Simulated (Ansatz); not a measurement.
# CH3Cl2GaSe: a ladder of functionals and wavefunction methods

An exercise on one series of results from a longer session: the logs are not shown, and one member is left open.

The runs use Ansatz 0.2.0, Gaussian basis; functionals in def2-TZVPP, the program's frozen cores in correlated methods.

Levels to be run: LDA (SPW92), PBE-D4, revPBE-D4, BLYP-D4, r2SCAN-D4, B97M-V, PBE0-D4, B3LYP-D4, r2SCANh-D4, r2SCAN0-D4, HSE06-D4, BHLYP-D4, CAM-B3LYP-D4, LC-ωPBE, ωB97X-V, ωB97M-V, B2PLYP, PBE-QIDH; CCSD(T)/def2-SVP; CCSD(T)/def2-TZVPP; MP2/def2-QZVPP; extrapolation to the limit; RPA on PBE.

## The relaxed structure

An earlier PBE0-D4 in a triple-zeta def2 set relaxation fixed the geometry.

SMILES `C[Se][Ga]([Cl])[Cl]`, 8 atoms, charge 0, spin multiplicity 1.

Atoms are counted from 1 here; the program's logs count them from 0.

Bond lengths: C1–Se2 1.962 Å, C1–H6 1.086 Å, C1–H7 1.089 Å, C1–H8 1.086 Å, Se2–Ga3 2.291 Å, Ga3–Cl4 2.136 Å, Ga3–Cl5 2.127 Å. Angles: Se2–C1–H6 110.4°, Se2–C1–H7 105.4°, Se2–C1–H8 110.4°, H6–C1–H7 109.9°, H6–C1–H8 110.6°, H7–C1–H8 109.9°, C1–Se2–Ga3 98.1°, Se2–Ga3–Cl4 120.8°, Se2–Ga3–Cl5 121.9°, Cl4–Ga3–Cl5 117.3°.

The first run:

in.yaml reads:

```yaml
crystal:
  periodic: [false, false, false]
  atoms:
    - {symbol: C, position_ang: [-0.550592, -0.885069, 1.082795]}
    - {symbol: Se, position_ang: [0.703153, 0.623047, 1.129961]}
    - {symbol: Ga, position_ang: [0.720933, 1.097456, -1.111044]}
    - {symbol: Cl, position_ang: [-0.450979, -0.047872, -2.480706]}
    - {symbol: Cl, position_ang: [1.892295, 2.680097, -1.915384]}
    - {symbol: H, position_ang: [-0.153726, -1.688921, 0.469053]}
    - {symbol: H, position_ang: [-0.642804, -1.217484, 2.115363]}
    - {symbol: H, position_ang: [-1.518291, -0.561253, 0.709962]}
basis:
  gaussian: {orbitals: def2-TZVPP}
hamiltonian: {xc: lda}
output: {orbitals: {seedname: orbitals}}
```

The run is started by

```console
$ ansatz run in.yaml --threads 4 --pin off --events-out ev --progress --plain --max-ram 11315MiB
```

Steps of the session up to this table: LDA; PBE-D4 (GGA); revPBE-D4 (GGA); BLYP-D4 (GGA); r2SCAN-D4 (meta-GGA); B97M-V (meta-GGA); B3LYP-D4 (hybrid); r2SCANh-D4 (hybrid); r2SCAN0-D4 (hybrid); HSE06-D4 (hybrid); BHLYP-D4 (hybrid); CAM-B3LYP-D4 (range-separated); LC-ωPBE (range-separated); ωB97X-V (range-separated); ωB97M-V (range-separated); B2PLYP (double hybrid); PBE-QIDH (double hybrid).

One table of the session follows, with a row left open; its other results are not shown here.

It belongs to the step «Frontier levels by functional». 

| functional | HOMO (eV) | LUMO (eV) | gap (eV) |
| --- | --- | --- | --- |
| LDA (SPW92) | -6.42 | -2.67 | 3.75 |
| PBE-D4 | -6.26 | -2.36 | 3.90 |
| revPBE-D4 | -6.20 | -2.23 | 3.97 |
| BLYP-D4 | -6.09 | -2.30 | 3.79 |
| r2SCAN-D4 | -6.54 | -2.12 | 4.42 |
| B97M-V | -6.58 | -2.10 | 4.48 |
| PBE0-D4 | -7.38 | -1.47 | 5.91 |
| B3LYP-D4 | -7.15 | -1.77 | 5.38 |
| r2SCANh-D4 | -6.95 | -1.80 | 5.14 |
| r2SCAN0-D4 | -7.56 | -1.33 | 6.23 |
| HSE06-D4 | ? | ? | ? |
| BHLYP-D4 | -8.35 | -0.57 | 7.79 |
| CAM-B3LYP-D4 | -8.65 | -0.52 | 8.13 |
| LC-ωPBE | -10.00 | 0.72 | 10.71 |
| ωB97X-V | -9.65 | 0.58 | 10.23 |
| ωB97M-V | -9.51 | 0.40 | 9.91 |

Estimate the missing values for HSE06-D4.

As computed: HOMO (eV): -6.99; LUMO (eV): -1.84; gap (eV): 5.15. In the column «HOMO (eV)» it lies between B3LYP-D4 (-7.15) and r2SCANh-D4 (-6.95).
